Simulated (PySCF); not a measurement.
# C6H10O (cyclohexanone) at 6 levels

Wanted: a comparison of 6 runs (B2PLYP/6-31G*, BHLYP/6-31G*, M06-2X/6-31G*, M06-L/6-31G*, r2SCAN/6-31G*, wB97X/6-31G*) of C6H10O (cyclohexanone). The job is set up through a Python script.

The results are computed with PySCF 2.14.0.

### Step 1. The molecule

The species is C6H10O (17 atoms), meant as a singlet with charge 0. SMILES: `O=C1CCCCC1`. One bond was lengthened or shortened from a relaxed shape.

Some bond lengths: O1–C2 1.206 Å, C2–C3 1.510 Å, C3–C4 1.529 Å, C4–C5 1.521 Å, C5–C6 1.521 Å, C2–C7 1.510 Å, C6–C7 1.529 Å, C3–H8 1.091 Å, C3–H9 1.098 Å, C4–H10 1.093 Å, C4–H11 1.261 Å, C5–H12 1.094 Å, C5–H13 1.097 Å, C6–H14 1.093 Å, C6–H15 1.096 Å, C7–H16 1.091 Å. Some angles: O1–C2–C3 122.5°, O1–C2–C7 122.5°, C3–C2–C7 115.1°, C2–C3–C4 111.6°, C3–C4–C5 111.5°, C4–C5–C6 111.1°, C5–C6–C7 111.5°, C2–C7–C6 111.6°, C2–C3–H8 108.6°, C2–C3–H9 107.3°.

### Step 2. The energy at B2PLYP/6-31G(d) (spherical functions) (run 1)

The input, input.xyz:

```xyz
17

O     -0.623638    -1.885505     1.774854
C     -0.192678    -0.901745     1.225384
C      1.154912    -0.878175     0.545554
C      1.062352    -0.307835    -0.870256
C      0.362112     1.042435    -0.882516
C     -1.024148     0.944765    -0.264106
C     -0.964338     0.394085     1.161214
H      1.569492    -1.886905     0.559764
H      1.811982    -0.236035     1.146904
H      2.064092    -0.228415    -1.300846
H      0.422850    -1.114500    -1.597710
H      0.291282     1.419965    -1.906486
H      0.961922     1.770005    -0.321346
H     -1.516258     1.920995    -0.260726
H     -1.647768     0.283855    -0.877056
H     -1.956218     0.229705     1.584014
H     -0.441358     1.116735     1.801524
```

The input, calc.py:

```python
from pyscf import gto, dft, mp

mol = gto.M(
    atom='input.xyz',
    verbose=4,
    spin=0,
    max_memory=1860,
    basis='6-31g*',
)

calc0 = dft.RKS(mol, xc='0.53*HF + 0.47*B88, 0.73*LYP')
calc0.grids.level = 5
calc0.conv_tol = 1e-10
calc0.kernel()
if not calc0.converged:
    calc0 = calc0.newton().run(calc0.mo_coeff, calc0.mo_occ)

pt = mp.MP2(calc0, frozen=7).run()
energy = calc0.e_tot + 0.27 * pt.e_corr
print('PT2 part  %.8f' % (0.27 * pt.e_corr))
print('E(%s) = %.9f' % ('B2PLYP', energy))
```

On the command line:

```
$ OMP_NUM_THREADS=1 python calc.py
```

Log:

```text
PySCF version 2.14.0

[... 89 lines left out ...]
converged SCF energy = -309.200989465015
[... 1 line left out ...]
******** <class 'pyscf.mp.mp2.RMP2'> ********
nocc = 20, nmo = 111
frozen orbitals 7
E(RMP2) = -310.354982015835  E_corr = -1.15399255081996
E(SCS-RMP2) = -310.332467558867  E_corr = -1.13147809385112
E_corr(same-spin) = -0.29228419284558
E_corr(oppo-spin) = -0.861708357974382
PT2 part  -0.31157799
E(B2PLYP) = -309.512567454
```

Wall time 61 s (1 thread of Intel Xeon at 2.70GHz, shared host); peak memory 0.67 GiB.

### Step 3. A single-point energy at BHLYP/6-31G(d) (spherical functions) (run 2)

The input, calc.py:

```python
from pyscf import gto, dft

molecule = gto.M(
    atom='''
O     -0.623638    -1.885505     1.774854
C     -0.192678    -0.901745     1.225384
C      1.154912    -0.878175     0.545554
C      1.062352    -0.307835    -0.870256
C      0.362112     1.042435    -0.882516
C     -1.024148     0.944765    -0.264106
C     -0.964338     0.394085     1.161214
H      1.569492    -1.886905     0.559764
H      1.811982    -0.236035     1.146904
H      2.064092    -0.228415    -1.300846
H      0.422850    -1.114500    -1.597710
H      0.291282     1.419965    -1.906486
H      0.961922     1.770005    -0.321346
H     -1.516258     1.920995    -0.260726
H     -1.647768     0.283855    -0.877056
H     -1.956218     0.229705     1.584014
H     -0.441358     1.116735     1.801524
''',
    basis='6-31g*',
    spin=0,
    max_memory=1860,
    verbose=3,
)

myscf = dft.RKS(molecule, xc='bhandhlyp')
myscf.conv_tol = 1e-10
myscf.grids.level = 5
myscf.kernel()
if not myscf.converged:
    myscf = myscf.newton().run(myscf.mo_coeff, myscf.mo_occ)

e_final = myscf.e_tot
print('E(%s) = %.9f' % ('BHLYP', e_final))
```

On the command line:

```
$ OMP_NUM_THREADS=1 python calc.py
```

Log:

```text
converged SCF energy = -309.68607400713
E(BHLYP) = -309.686074007
```

Wall time 56 s (1 thread of Intel Xeon at 2.70GHz, shared host); peak memory 0.67 GiB.

Runs 3 to 4 aren't shown in full; the table further down has their settings and results.

### Step 4. The energy at r2SCAN/6-31G(d) (spherical functions) (run 5)

The input, mol.xyz:

```xyz
17

O     -0.623638    -1.885505     1.774854
C     -0.192678    -0.901745     1.225384
C      1.154912    -0.878175     0.545554
C      1.062352    -0.307835    -0.870256
C      0.362112     1.042435    -0.882516
C     -1.024148     0.944765    -0.264106
C     -0.964338     0.394085     1.161214
H      1.569492    -1.886905     0.559764
H      1.811982    -0.236035     1.146904
H      2.064092    -0.228415    -1.300846
H      0.422850    -1.114500    -1.597710
H      0.291282     1.419965    -1.906486
H      0.961922     1.770005    -0.321346
H     -1.516258     1.920995    -0.260726
H     -1.647768     0.283855    -0.877056
H     -1.956218     0.229705     1.584014
H     -0.441358     1.116735     1.801524
```

The input, calc.py:

```python
from pyscf import gto, dft

mol = gto.M(
    atom='mol.xyz',
    basis='6-31g*',
    max_memory=1860,
    charge=0,
    spin=0,
    verbose=3,
)

ks = dft.RKS(mol, xc='r2scan')
ks.conv_tol = 1e-10
ks.grids.level = 5
ks.kernel()
if not ks.converged:
    ks = ks.newton().run(ks.mo_coeff, ks.mo_occ)

e_tot = ks.e_tot
print('Final energy', e_tot)
```

On the command line:

```
$ OMP_NUM_THREADS=1 python calc.py
```

Log:

```text
converged SCF energy = -309.685968599211
Final energy -309.685968599211
```

It took 88 s on 1 thread of Intel Xeon at 2.70GHz, shared host; peak memory 0.73 GiB.

### Step 5. The energy at wB97X/6-31G(d) (spherical functions) (run 6)

The input, run.py:

```python
from pyscf import gto, dft

mol = gto.Mole()
mol.atom = '''
O     -1.178505    -3.563088     3.353988
C     -0.364109    -1.704051     2.315640
C      2.182467    -1.659510     1.030948
C      2.007554    -0.581724    -1.644545
C      0.684293     1.969917    -1.667714
C     -1.935359     1.785347    -0.499088
C     -1.822335     0.744713     2.194376
H      2.965910    -3.565734     1.057801
H      3.424150    -0.446042     2.167334
H      3.900569    -0.431642    -2.458243
H      0.799071    -2.106100    -3.019234
H      0.550443     2.683345    -3.602736
H      1.817769     3.344825    -0.607256
H     -2.865312     3.630154    -0.492701
H     -3.113830     0.536408    -1.657396
H     -3.696716     0.434080     2.993353
H     -0.834046     2.110323     3.404387
'''
mol.charge = 0
mol.basis = '6-31g*'
mol.verbose = 4
mol.unit = 'bohr'
mol.spin = 0
mol.max_memory = 1860
mol.build()

myscf = dft.RKS(mol, xc='wb97x')
myscf.conv_tol = 1e-10
myscf.grids.level = 5
myscf.kernel()
if not myscf.converged:
    myscf = myscf.newton().run(myscf.mo_coeff, myscf.mo_occ)

e_final = myscf.e_tot
print('E = %.10f Eh' % e_final)
```

On the command line:

```
$ OMP_NUM_THREADS=1 python run.py
```

Log:

```text
PySCF version 2.14.0

[... 86 lines left out ...]
converged SCF energy = -309.801115606209
E = -309.8011156062 Eh
```

It took 2.3 min on 1 thread of Intel Xeon at 2.70GHz, shared host; peak memory 0.67 GiB.

### Step 6. All runs side by side

| run | level | frozen core orbitals | energy (Eh) | dipole moment (D) | HOMO energy (eV) | LUMO energy (eV) | wall time |
| --- | --- | --- | --- | --- | --- | --- | --- |
| 1 | B2PLYP/6-31G* (spherical functions) | 7 | -309.512567 | 3.26 | -8.18 | 1.62 | 61 s |
| 2 | BHLYP/6-31G* (spherical functions) | – | -309.686074 | 3.26 | -8.21 | 1.26 | 56 s |
| 3 | M06-2X/6-31G* (spherical functions) | – | -309.728386 | 3.10 | -8.23 | 1.02 | 1.7 min |
| 4 | M06-L/6-31G* (spherical functions) | – | -309.829633 | 3.05 | -5.41 | -0.92 | 95 s |
| 5 | r2SCAN/6-31G* (spherical functions) | – | -309.685969 | 3.10 | -5.36 | -0.97 | 88 s |
| 6 | wB97X/6-31G* (spherical functions) | – | -309.801116 | 3.12 | -9.10 | 2.32 | 2.3 min |

### Step 7. Results

| quantity | value |
| --- | --- |
| run 6: total energy | -309.80112 Eh |
| run 6: dipole moment | 3.12 D |
| run 6: HOMO energy | -9.10 eV |
| run 6: LUMO energy | 2.32 eV |
| run 6: HOMO–LUMO gap | 11.42 eV |

What this shows: The dipole moment (its size) runs from 3.05 D (M06-L/6-31G*) to 3.26 D (BHLYP/6-31G*). The HOMO–LUMO gap runs from 4.39 eV (r2SCAN/6-31G*) to 11.42 eV (wB97X/6-31G*). Totals of different functionals can't be ranked against each other. All runs together took 9 min, the longest 2.3 min.
